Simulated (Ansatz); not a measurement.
# GaHPS: the cost of one run

The runs use Ansatz 0.2.0, Gaussian basis; the settings change from run to run.

28 further runs of the same task are left out: 2 for a known fault of the program, 12 that didn't finish, 14 set aside as unsound or not needed.

## 1. The system

The geometry is a PBE0/def2-TZVP stationary point (not a proven minimum) of the parent state, kept for this charge and spin. No spin-orbit coupling is included. The filled d shell of Ga may be among the frozen orbitals whatever the setting's name suggests; the logs give the count.

4 atoms, charge 0, spin multiplicity 4.

Atoms are counted from 1 here; the program's logs count them from 0.

Bond lengths: P1–Ga2 2.268 Å, P1–H4 1.428 Å, Ga2–S3 2.019 Å. Angles: Ga2–P1–H4 89.2°, P1–Ga2–S3 178.3°.

Geometry (Å):

```
P     0.0000   -0.3995    1.6302
Ga    0.0000   -0.3198   -0.6363
S     0.0000   -0.3085   -2.6554
H     0.0000    1.0278    1.6615
```

## 2. BCCD on ROHF/cc-pVDZ

in.yaml

```yaml
crystal:
  periodic: [false, false, false]
  atoms:
    - {symbol: P, position_ang: [-0.000003, -0.399478, 1.630239]}
    - {symbol: Ga, position_ang: [0.000009, -0.319823, -0.636341]}
    - {symbol: S, position_ang: [-0.000004, -0.308458, -2.655390]}
    - {symbol: H, position_ang: [-0.000002, 1.027759, 1.661492]}
basis:
  gaussian: {orbitals: cc-pVDZ}
magnetization: {spin_polarized: false, initial_magnetization: 3}
correlation: {method: bccd, electrons: outside_noble_gas}
output: {forces: true}
```

Command:

```console
> ansatz run in.yaml --threads 1 --pin off --events-out ev --progress --plain --max-ram 2393MiB
```

**Question.** How long does this run take on 1 thread of Arm Neoverse N1, shared host, and how much memory does it need?

About 2.6 min, with a peak of 0.33 GiB.
